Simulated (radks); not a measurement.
# Ionising lead step by step, Pb²¹⁺ to Pb⁴¹⁺

The task here is to estimate one member of a computed series from the others.

Program: radks (a radial shooting solver on a logarithmic mesh, Libxc functionals) version 1. Level of theory: Dirac Kohn-Sham, LB94 model potential, spin-unpolarised, spherical densities, finite nucleus; open shells fill j = l - 1/2 first. These are calculated values, not measurements, unless marked.

### The atom as given

```
element             : lead (Z = 82)
charges             : 21 to 41
first configuration : [Kr] 4d10 4f13 5s2
last configuration  : [Kr] 4d5
```

LB94 adds a gradient term to the LDA potential that gives it a −1/r tail. It is a model potential with no energy functional, so Etot and Exc are not given.

The first run:

Input:

```text
Z 82
configuration [Kr] 4d10 4f13 5s2
relativity Dirac
functional lda,pw
model_potential LB94
spin unpolarised
j_filling energy
nucleus finite rms 5.5012 fm
c 137.035999084
```

Among the steps run: Pb²¹⁺, [Kr] 4d10 4f13 5s2.

One table of the session follows, with a row left open; its other results are not shown here.

It belongs to the step «Pb²¹⁺, [Kr] 4d10 4f13 5s2». Sizes of the orbitals, from the radial functions (bohr):

| level | <r> | outermost maximum (interpolated) | 90 % within | nodes |
| --- | --- | --- | --- | --- |
| 4s1/2 | 0.3817 | 0.361 | 0.547 | 3 |
| 4p1/2 | 0.3820 | 0.358 | 0.554 | 2 |
| 4p3/2 | ? | ? | ? | ? |
| 4d3/2 | 0.4168 | 0.380 | 0.618 | 1 |
| 4d5/2 | 0.4271 | 0.390 | 0.632 | 1 |
| 4f5/2 | 0.4252 | 0.339 | 0.663 | 0 |
| 4f7/2 | 0.4302 | 0.344 | 0.670 | 0 |
| 5s1/2 | 0.7627 | 0.744 | 1.07 | 4 |

**Question.** Estimate the row for 4p3/2.

The run gave: <r>: 0.4154; outermost maximum (interpolated): 0.390; 90 % within: 0.600; nodes: 2. In the column «<r>» it lies between 4p1/2 (0.3820) and 4d3/2 (0.4168).

Limits of these values: Spin polarisation and multiplet splitting are left out.
